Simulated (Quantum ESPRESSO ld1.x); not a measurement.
**The series with 2 electrons, He to Rb³⁵⁺**

What does a rising nuclear charge do to the levels of a fixed set of electrons? The series is run ion by ion, all in [He].

Method: scalar-relativistic Kohn-Sham, LDA (Slater exchange, Perdew-Wang correlation), spin-polarised, spherical densities, point nucleus. Code: Quantum ESPRESSO ld1.x 7.5.

## 1. The atom as given

| Item | Value |
| --- | --- |
| electrons | 2 |
| ions | He, N⁵⁺, Mg¹⁰⁺, Cl¹⁵⁺, Ti²⁰⁺, Co²⁵⁺, Ge³⁰⁺, Rb³⁵⁺ |
| configuration | [He] |

Outer shells as boxes (Hund's rule):

[He]
```
1s [↑↓]
```

## 2. He

Contents of ld1.in:

```fortran
 &input
    atom='He',
    iswitch=1,
    rel=1,
    lsd=1,
    dft='PW',
    config='[He]',
    verbosity='high',
    prefix='ld1',
    max_out_wfc=37,
    file_charge='ld1.rho',
 /
```

## 3. N⁵⁺

Contents of ld1.in:

```fortran
 &input
    atom='N',
    iswitch=1,
    rel=1,
    lsd=1,
    dft='PW',
    config='[He] 2s0 2p0',
    verbosity='high',
    prefix='ld1',
    max_out_wfc=37,
    file_charge='ld1.rho',
 /
```

## 4. Mg¹⁰⁺

Changes to ld1.in since step 3:

```diff
@@ -1,3 +1,3 @@
  &input
-    atom='N',
+    atom='Mg',
     iswitch=1,
```

## 5. Cl¹⁵⁺

Changes to ld1.in since step 4:

```diff
@@ -1,3 +1,3 @@
  &input
-    atom='Mg',
+    atom='Cl',
     iswitch=1,
```

## 6. Ti²⁰⁺

Changes to ld1.in since step 5:

```diff
@@ -1,3 +1,3 @@
  &input
-    atom='Cl',
+    atom='Ti',
     iswitch=1,
```

## 7. Co²⁵⁺

Changes to ld1.in since step 6:

```diff
@@ -1,3 +1,3 @@
  &input
-    atom='Ti',
+    atom='Co',
     iswitch=1,
```

## 8. Ge³⁰⁺

Changes to ld1.in since step 7:

```diff
@@ -1,3 +1,3 @@
  &input
-    atom='Co',
+    atom='Ge',
     iswitch=1,
```

## 9. Rb³⁵⁺

Changes to ld1.in since step 8:

```diff
@@ -1,3 +1,3 @@
  &input
-    atom='Ge',
+    atom='Rb',
     iswitch=1,
```

What does the calculation give? Wanted: for each run, ion; E; ε(1s); <r>(1s).

The runs gave:

```
  ion  E (hartree)  ε(1s) (eV)  <r>(1s) (bohr)
   He      -2.8346     -15.518          0.9593
  N⁵⁺     -44.3610     -507.66          0.2283
Mg¹⁰⁺    -136.0491     -1681.9          0.1294
Cl¹⁵⁺    -278.3006     -3543.6         0.09011
Ti²⁰⁺    -471.7072     -6100.6         0.06898
Co²⁵⁺    -717.0813     -9363.6         0.05575
Ge³⁰⁺   -1015.4759    -13346.8         0.04667
Rb³⁵⁺   -1368.2087    -18067.8         0.04003
```

From He to Rb³⁵⁺ the 1s level deepens by a factor 1164 and shrinks by a factor 24.0.
